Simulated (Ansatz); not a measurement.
# VWC2 (R-3m) in Ansatz: a series of runs

Runs on VWC2. Level: LDA. Tasks: band structure, single point, equation of state.

Program: Ansatz 0.2.0. These are calculated values, not measurements. Logs are shortened: lines on timing, memory, paths and dates and some standing lists are left out, and cuts for length are marked.

## 1. Starting point

Symmetry: R-3m, No. 166, trigonal system. The conventional cell has a = 3.034 Å, b = 3.034 Å, c = 14.802 Å, α = 90.00°, β = 90.00°, γ = 120.00°. W (site symmetry -3m) has 6 C at 2.17 Å as nearest neighbours. V (site symmetry -3m) has 6 C at 2.11 Å as nearest neighbours. C (site symmetry 3m) has 3 V at 2.11 Å and 3 W at 2.17 Å as nearest neighbours.

The cell comes from a database or a generator and needn't be the stable form of this composition.

## 2. Band structure, LDA, collinear spin, ferromagnetic start

File input.yaml:

```yaml
crystal:
  lattice:
    - [1.5170411163, 0.8758640969, 4.933893193]
    - [-1.5170411163, 0.8758640969, 4.933893193]
    - [0.0, -1.7517281937, 4.933893193]
  atoms:
    - { symbol: W, position: [0.0, 0.0, 0.0] }
    - { symbol: V, position: [0.5, 0.5, 0.5], spin: 2.0 }
    - { symbol: C, position: [0.246494, 0.246494, 0.246494] }
    - { symbol: C, position: [0.753506, 0.753506, 0.753506] }
hamiltonian:
  xc: lda
  pseudopotentials: { kind: paw }
magnetization:
  spin_polarized: true
kpoints:
  mp_grid: { grid: [10, 10, 10] }
  band_path:
    path:
      - [[0.0, 0.0, 0.0], [0.5, 0.0, 0.0], [0.5, 0.1876755371, -0.1876755371]]
      - [[0.8123244629, 0.5, 0.1876755371], [0.5, 0.5, 0.5], [0.0, 0.0, 0.0], [0.3438377685, 0.0, -0.3438377685]]
      - [[0.6561622315, 0.3438377685, 0.0], [0.5, 0.5, 0.0], [0.6561622315, 0.6561622315, 0.1876755371], [0.5, 0.5, 0.5]]
      - [[0.5, 0.0, 0.0], [0.8123244629, 0.3438377685, 0.3438377685]]
    npoints: 14
scf:
  occupations: { method: fermi_dirac, width: 0.05 }
  n_extra_bands: 10
output:
  forces: true
  stress: true
  eigenvalues: true
  fatbands: true
  write_density: true
  write_potential: true
  elf: true
  volumetric_format: npy
```

Potentials or basis: Ansatz PAW.

The run is started by

```console
$ ansatz run input.yaml --threads 2 --pin off --max-ram 5632MiB --backend cpu --events-out ev --progress --plain --runs-dir out
```

Output:

```text
Warning: RAYON_NUM_THREADS=2 ignored (pool sized by the plan → 2); use --threads N
basis.fft_grid_basis auto: the FFT boxes are laid along the combinations [[1, -1, 0], [0, 1, 0], [0, -1, 1]] of the cell's own vectors, 3.034, 5.236 and 3.034 Å long. The dense box has 24×36×24 points. Along the cell's own vectors, as sized, it would have 36×36×36, 2.25 times as many. Of the 12 symmetry operations that the crystal satisfies within crystal.symmetry.tolerance (time reversal apart; of a slab, those that keep its plane) the dense box along the cell's own vectors carries 12, and the one as laid loses 8 of those. basis.fft_grid_basis: typed keeps the cell's own vectors: state it where this run's energies or levels are differenced outside the engine with another run's, or held beside a run that keeps those vectors. Those combinations have planes normal to reciprocal vector 3, as the cell's own vectors have. Each planar average written beside output.write_density, output.write_potential has a row for each plane of the box: 24. The volumetric files lie along those combinations, not along the cell's own vectors: a cube or XSF file states them, and fields.json those of NumPy files.
scf.n_extra_bands = 10 over 18 filled bands (N_el = 35.0): the run solves 28 bands
Engine: ansatz 0.2.0, x86_64-unknown-linux-gnu
Pseudopotentials: kind: paw
Pseudopotential: W, paw, valence charge 14, recommended cutoff 420 eV (normal), W.paw.azcp
Pseudopotential: V, paw, valence charge 13, recommended cutoff 420 eV (normal), V.paw.azcp
Pseudopotential: C, paw, valence charge 4, recommended cutoff 420 eV (normal), C.paw.azcp
Functional definition: SPW92
  exchange = slater_x
  correlation = pw_c
Crystal: 4 atoms, lattice volume = 39.335 Å³
Basis set: ecut = 420 eV, 779 PW (Γ), FFT grids on a1−a2, a2, −a2+a3
Bands: 28, of which v1, the nominal top of the filled ones, is band 18 counted from 1 (17 counted from 0)
Symmetry: 12 space group operations
Space group: R-3m (ITA 166), of the structure as read, at distance tolerance 3.4e-5 Å
Magnetic group: BNS 166.97 (UNI 1327), of the structure as read, at distance tolerance 3.4e-5 Å
k-points: 116 of 1000
Non-local potential: W, projectors of the file, l = 0: 3, l = 1: 2, l = 2: 2, l = 3: 1
Non-local potential: V, projectors of the file, l = 0: 3, l = 1: 2, l = 2: 3, l = 3: 1
Non-local potential: C, projectors of the file, l = 0: 2, l = 1: 2, l = 2: 1
PAW form: soft (Blöchl's): semilocal exchange-correlation on the pseudo side does not see the compensation charge
PAW frozen core: W, regenerated for the run's functional, and the local potential with it (the file was generated under x = pbe(κ = 0.804, μ = 0.2195149727645171), c = pbe(β = 0.06672455060314922))
PAW frozen core: V, regenerated for the run's functional, and the local potential with it (the file was generated under x = pbe(κ = 0.804, μ = 0.2195149727645171), c = pbe(β = 0.06672455060314922))
PAW frozen core: C, regenerated for the run's functional, and the local potential with it (the file was generated under x = pbe(κ = 0.804, μ = 0.2195149727645171), c = pbe(β = 0.06672455060314922))
PAW one-centre angular grid: W, 590 points (default); XC on 64 Gauss nodes
PAW one-centre angular grid: V, 590 points (default); XC on 64 Gauss nodes
PAW one-centre angular grid: C, 110 points (default); XC on 64 Gauss nodes
Initial density: superposition of atomic densities (chi_scale 0.1, normalization cell, long waves kept (reshape's long-wave potential 0.00 eV rms))
Starting moments: Σ|m| = 2 μB on 1 of 4 sites
Initial wavefunctions: pseudopotential atomic-orbital guess
Functional: x = slater, c = lda
SCF iter   1: F=—  HF=-13483.160156 eV  |F-HF|=—  |Δ(HF+E_count)|=         —  Δρ=1.34e-1 (↑1.34e-1 ↓1.14e-1)  dr2=2.63e1  dr2_m=2.31e0  M=0.131 μB ∫|m|=0.162 μB  β_m=0.30  ethr=3.10e-3  ⟨swp⟩=5.9  Hψ=26854  notcnv=0  defer=141
Mixer restart at iter 1: flushing history
preconditioner: auto → Kerker (q_TF=auto, 2.676 Å⁻¹)  [metal: Δε(μ)=0.006 eV  Ē_g=11.471 eV  σ=0.050 eV  W_gap=0.03  n_scr=16 (ndim 8)  ℏωp=25.8 eV  f_vac=0.000  D(μ)=1.86/eV (n_scr^D=16)]
spin=Collinear: Kerker preconditioning applied to the charge; magnetization (m = ρ↑ − ρ↓) channel mixes plain (no charge-response kernel on spin).
SCF iter   2: F=—  HF=-13478.607421 eV  |F-HF|=—  |Δ(HF+E_count)|=    4.55e0  Δρ=7.65e-2 (↑7.65e-2 ↓7.28e-2)  dr2=9.39e0  dr2_m=1.08e0  M=0.161 μB ∫|m|=0.187 μB  β_m=0.50  ethr=3.10e-3  ⟨swp⟩=2.2  Hψ=12171  notcnv=0  defer=747
SCF iter   3: F=—  HF=-13477.103621 eV  |F-HF|=—  |Δ(HF+E_count)|=    1.50e0  Δρ=2.68e-2 (↑1.82e-2 ↓2.68e-2)  dr2=6.01e-1  dr2_m=9.72e-2  M=0.085 μB ∫|m|=0.102 μB  β_m=0.75  ethr=3.10e-3  ⟨swp⟩=3.0  Hψ=12283  notcnv=0  defer=736
SCF iter   4: F=—  HF=-13477.073524 eV  |F-HF|=—  |Δ(HF+E_count)|=   3.01e-2  Δρ=9.64e-3 (↑9.04e-3 ↓9.64e-3)  dr2=4.02e-1  dr2_m=1.44e-3  M=0.017 μB ∫|m|=0.023 μB  β_m=0.69  ethr=1.72e-3  ⟨swp⟩=3.1  Hψ=12595  notcnv=0  defer=610
SCF iter   5: F=—  HF=-13476.995356 eV  |F-HF|=—  |Δ(HF+E_count)|=   7.82e-2  Δρ=4.97e-3 (↑3.43e-3 ↓4.97e-3)  dr2=2.76e-2  dr2_m=5.63e-4  M=-0.004 μB ∫|m|=0.007 μB  β_m=0.85  ethr=1.15e-3  ⟨swp⟩=2.0  Hψ=8384  notcnv=0  defer=605
SCF iter   6: F=—  HF=-13477.015675 eV  |F-HF|=—  |Δ(HF+E_count)|=   2.03e-2  Δρ=1.83e-3 (↑1.83e-3 ↓1.62e-3)  dr2=7.18e-3  dr2_m=1.24e-5  M=0.002 μB ∫|m|=0.003 μB  β_m=0.92  ethr=7.89e-5  ⟨swp⟩=2.0  Hψ=11331  notcnv=0  defer=605
SCF iter   7: F=—  HF=-13477.016229 eV  |F-HF|=—  |Δ(HF+E_count)|=   5.55e-4  Δρ=1.06e-3 (↑1.06e-3 ↓8.60e-4)  dr2=1.89e-3  dr2_m=4.45e-6  M=0.001 μB ∫|m|=0.002 μB  β_m=0.96  ethr=2.05e-5  ⟨swp⟩=2.0  Hψ=8006  notcnv=0  defer=602
SCF iter   8: F=—  HF=-13477.016029 eV  |F-HF|=—  |Δ(HF+E_count)|=   2.00e-4  Δρ=5.74e-4 (↑4.46e-4 ↓5.74e-4)  dr2=5.97e-4  dr2_m=1.72e-6  M=0.001 μB ∫|m|=0.001 μB  β_m=0.98  ethr=5.39e-6  ⟨swp⟩=2.0  Hψ=10497  notcnv=0  defer=602
SCF iter   9: F=—  HF=-13477.016028 eV  |F-HF|=—  |Δ(HF+E_count)|=   1.41e-6  Δρ=9.74e-5 (↑8.77e-5 ↓9.74e-5)  dr2=1.73e-5  dr2_m=2.11e-8  M=0.000 μB ∫|m|=0.000 μB  β_m=0.99  ethr=1.71e-6  ⟨swp⟩=1.3  Hψ=6806  notcnv=0  defer=598
SCF iter  10: F=—  HF=-13477.016028 eV  |F-HF|=—  |Δ(HF+E_count)|=   3.02e-7  Δρ=2.42e-5 (↑2.31e-5 ↓2.42e-5)  dr2=1.42e-6  dr2_m=4.77e-10  M=-0.000 μB ∫|m|=0.000 μB  β_m=1.00  ethr=4.94e-8  ⟨swp⟩=1.9  Hψ=7210  notcnv=0  defer=598
SCF iter  11: F=—  HF=-13477.016028 eV  |F-HF|=—  |Δ(HF+E_count)|=   3.05e-8  Δρ=6.19e-6 (↑6.19e-6 ↓4.80e-6)  dr2=7.76e-8  dr2_m=2.52e-10  M=-0.000 μB ∫|m|=0.000 μB  β_m=1.00  ethr=4.06e-9  ⟨swp⟩=1.7  Hψ=7562  notcnv=0  defer=598
SCF iter  12: F=—  HF=-13477.016028 eV  |F-HF|=—  |Δ(HF+E_count)|=   1.91e-9  Δρ=9.22e-7 (↑9.22e-7 ↓2.47e-7)  dr2=4.71e-10  dr2_m=7.33e-11  M=-0.000 μB ∫|m|=0.000 μB  β_m=1.00  ethr=2.22e-10  ⟨swp⟩=1.5  Hψ=6775  notcnv=0  defer=598
SCF iter  13: F=-13477.016028 eV  HF=-13477.016028 eV  |F-HF|=2.60e-10  |Δ(HF+E_count)|=  1.64e-11  Δρ=3.36e-7 (↑2.86e-7 ↓3.36e-7)  dr2=2.76e-10  dr2_m=3.76e-13  M=0.000 μB ∫|m|=0.000 μB  ethr=1.35e-12  ⟨swp⟩=11.1  Hψ=35181  notcnv=0
SCF 1 converged in 13 iterations: F = -13477.016028 eV  dr2 = 2.76e-10
WARN: the starting moments were not kept: the SCF closed with an absolute magnetisation of 1.2e-6 μB, where they sum to 2 μB in size (1 site). That is at most 0.1 of that sum. Measured as dr2_m measures the in/out step, that magnetisation stands 1.0e-12 eV from none, at or under the dr2_threshold of 1.0e-7 eV: it is no larger than a step whose dr2_m would equal this threshold. The system may hold no moment; this SCF shows only that its start led to no more than that. To try another start: raise the starting moments (crystal.atoms[].spin, magnetization.per_species, magnetization.initial_magnetization, or on a non-collinear deck that types none of these the spinor_matrix: blocks that start its atoms; where the total moment is fixed, keep their sum and leave initial_magnetization as it is; typed ones take the place of any that the run laid by itself, positive ones on a crystal's lanthanoids without a Hubbard term where scf.initial_density.shell_occupations: [] is typed) or, if the notice of its spin-set hold's release reads "site moments contracting" or "site moments show no strong build", lengthen the hold (scf.mixing.spin_hold: { on: { confirm: 4 } }; for m-r²SCAN on two components see the key's manual first). Each may lead to a state that holds a moment. A second SCF, from the converged charge density, with the starting moments and any scf.initial_density.shell_occupations laid on it anew, would have followed, and was not run: the deck does not ask for one (magnetization.retry_lost_moments is false, the default). To let it run, set magnetization.retry_lost_moments: true and run the deck again, where that key's refused combinations let it; where memory then withholds it, that run's warning says so.
NSCF: frozen V_eff on 130 k-points
SCF converged after 13 iterations
Magnetization: 0.0000 μB (17.5000 up, 17.5000 down)
Absolute magnetization: 0.0000 μB (∫|ρ↑−ρ↓|, with the PAW one-centre terms)
Spin contamination: 0.0000 ħ² per cell (⟨S²⟩ above its minimum at these occupations)
Per-site moments (μB) at R_I (Å): [(4.544625358538542e-8, 0.8962479804019856), (8.97514548396568e-7, 0.8716037809886276), (-3.549557066258953e-8, 0.8716037809886276), (-3.549557069172029e-8, 0.8716037809886279)]
Free energy (F): -13477.016028 eV
Harris-Foulkes:  -13477.016028 eV  (|F-HF|=2.60e-10)
Internal energy: -13476.995410 eV  (E = F + TS)
E sigma→0 (E₀):  -13477.005719 eV
Entropy (-TS):   -0.020618 eV (-5.154 meV/atom)
Fermi energy:    19.196026 eV
--- Per-component energies (eV) ---
  E_band       = -186.844198
  E_kinetic    = 967.104407
  E_local      = -1625.056843  (includes V_loc(G=0)·N_el)
  E_nonlocal   = 17.306711
  E_hartree    = 660.064100
  E_xc         = -492.057181
  E_vxc        = -525.377419  (∫ρ·V_xc dr)
  E_paw        = -9552.570386  (= ΣΔE_a)
  E_vpaw       = -340.949114  (= ΣTr[D̂ρ^β])
  E_aug_tail   = 0.000199  (compensation charges beyond the density's cutoff)
  E_ewald      = -3452.541385
  E_core_change = 0.754968  (= ΣΔE_core)
  E_smearing   = -0.020618  (= −TS)
  E_closure    = 0.000000  (closes the sum)
  Σ components = -13477.016028   (vs F -13477.016028, Δ=0.00e0)
--- Forces (eV/Å), atoms counted from 1 ---
  atom   1  W     -0.00000000    -0.00000000    -0.00000000
  atom   2  V     -0.00000000     0.00000000     0.00000000
  atom   3  C      0.00000000     0.00000000     0.14053007
  atom   4  C     -0.00000000    -0.00000000    -0.14053007
  max |Σ_I F_I| component: 2.78e-17 eV/Å
--- Stress (GPa, compression-positive) ---
      -16.722910       0.000000       0.000000
        0.000000     -16.722910      -0.000000
        0.000000      -0.000000     -17.073639
  P = ⅓ Tr σ = -16.8398 GPa (-168.398 kbar)
--- Band table (eV; the first three rows and the last of 232) ---
  k-point 0 ↑: bands = ["-55.8571", "-45.2562", "-20.2488", "-19.9028", "-19.9028", "-19.4222", "-19.3063", "-19.3063", "4.3454", "8.7843", "10.5410", "13.6510", "13.6510", "17.3562", "17.3562", "17.4351", "18.7421", "18.7421", "19.1488", "19.1488", "19.2031", "20.2575", "20.2575", "21.5937", "25.5665", "26.9352", "26.9352", "27.6617"]
  k-point 1 ↑: bands = ["-55.8539", "-45.2534", "-20.2332", "-19.9573", "-19.9152", "-19.4252", "-19.3309", "-19.3120", "4.5921", "8.5878", "10.8325", "13.7204", "13.7874", "16.6851", "16.9703", "17.0220", "17.4957", "18.4639", "19.5703", "19.9316", "20.1052", "20.3440", "21.1361", "21.4545", "25.6757", "26.6739", "26.9394", "28.0547"]
  k-point 2 ↑: bands = ["-55.8455", "-45.2458", "-20.1914", "-20.0978", "-19.9475", "-19.4339", "-19.3946", "-19.3269", "5.2729", "8.2114", "11.5136", "13.7944", "14.1203", "14.9161", "15.9858", "16.3290", "17.5600", "18.8273", "19.8898", "19.9778", "20.2602", "21.3390", "21.4122", "22.8424", "24.8934", "26.1106", "28.2691", "28.9698"]
  k-point 115 ↓: bands = ["-55.8571", "-45.2564", "-20.1690", "-19.9017", "-19.9017", "-19.5114", "-19.3076", "-19.3076", "5.4381", "6.4177", "13.6179", "14.5401", "14.5401", "14.5533", "15.5570", "15.5570", "18.6145", "18.6145", "18.8357", "18.8357", "19.8401", "20.4283", "23.1760", "23.1760", "24.5752", "24.5752", "28.3569", "28.5090"]
```

It took 33 s on 2 threads of Intel Xeon at 2.50GHz (Skylake/Cascade Lake), shared host; peak memory 0.52 GiB.

Results:

```yaml
Free_energy: -13477.0160 eV
Pressure: -16.8 GPa
Largest_force: 0.141 eV/Å
Band_gap_on_the_k_mesh: none (metal or under the smearing width)
Net_moment: 0.00 μB per cell
Absolute_moment: 0.00 μB per cell
```

Forces on the atoms (eV/Å):
```
W    0.000  0.000  0.000
V    0.000  0.000  0.000
C    0.000  0.000  0.141
C    0.000  0.000 -0.141
```

Levels at the corners of the path, in eV from the Fermi level:
Spin up:
```
point  band 15  band 16  band 17  band 18  band 19  band 20  band 21  band 22
    Γ    -1.84    -1.76    -0.45    -0.45    -0.05    -0.05     0.01     1.06
    L    -4.49    -3.69    -0.84    -0.54     0.90     1.52     2.10     3.00
   B1    -4.49    -4.23    -0.01     0.02     0.81     1.32     2.14     2.20
    B    -4.49    -4.23    -0.01     0.02     0.81     1.32     2.14     2.20
    Z    -3.64    -3.64    -0.58    -0.58    -0.36    -0.36     0.64     1.23
    Γ    -1.84    -1.76    -0.45    -0.45    -0.05    -0.05     0.01     1.06
    X    -4.66    -4.19    -0.13     0.54     0.65     1.19     2.01     2.43
    Q    -4.66    -4.19    -0.13     0.54     0.65     1.19     2.01     2.43
    F    -4.41    -1.76    -1.72     0.69     0.90     0.98     1.63     2.28
   P1    -4.38    -2.15    -1.77     0.75     0.80     1.26     1.61     2.33
    Z    -3.64    -3.64    -0.58    -0.58    -0.36    -0.36     0.64     1.23
    L    -4.49    -3.69    -0.84    -0.54     0.90     1.52     2.10     3.00
    P    -4.38    -2.15    -1.77     0.75     0.80     1.26     1.61     2.33
```
Spin down:
```csv
point,band 15,band 16,band 17,band 18,band 19,band 20,band 21,band 22
Γ,-1.84,-1.76,-0.45,-0.45,-0.05,-0.05,0.01,1.06
L,-4.49,-3.69,-0.84,-0.54,0.90,1.52,2.10,3.00
B1,-4.49,-4.23,-0.01,0.02,0.81,1.32,2.14,2.20
B,-4.49,-4.23,-0.01,0.02,0.81,1.32,2.14,2.20
Z,-3.64,-3.64,-0.58,-0.58,-0.36,-0.36,0.64,1.23
Γ,-1.84,-1.76,-0.45,-0.45,-0.05,-0.05,0.01,1.06
X,-4.66,-4.19,-0.13,0.54,0.65,1.19,2.01,2.43
Q,-4.66,-4.19,-0.13,0.54,0.65,1.19,2.01,2.43
F,-4.41,-1.76,-1.72,0.69,0.90,0.98,1.63,2.28
P1,-4.38,-2.15,-1.77,0.75,0.80,1.26,1.61,2.33
Z,-3.64,-3.64,-0.58,-0.58,-0.36,-0.36,0.64,1.23
L,-4.49,-3.69,-0.84,-0.54,0.90,1.52,2.10,3.00
P,-4.38,-2.15,-1.77,0.75,0.80,1.26,1.61,2.33
```

Caveat: the pressure holds a Pulay correction of +0.4 GPa for the finite cutoff; spin-orbit coupling is left out, which moves the levels of the heavy elements; the PAW data sets come from PBE, with cores solved anew for the run's functional, which leaves a small shift of forces and pressure; the starting moments weren't kept.

(Continued in part 2 of 2.)
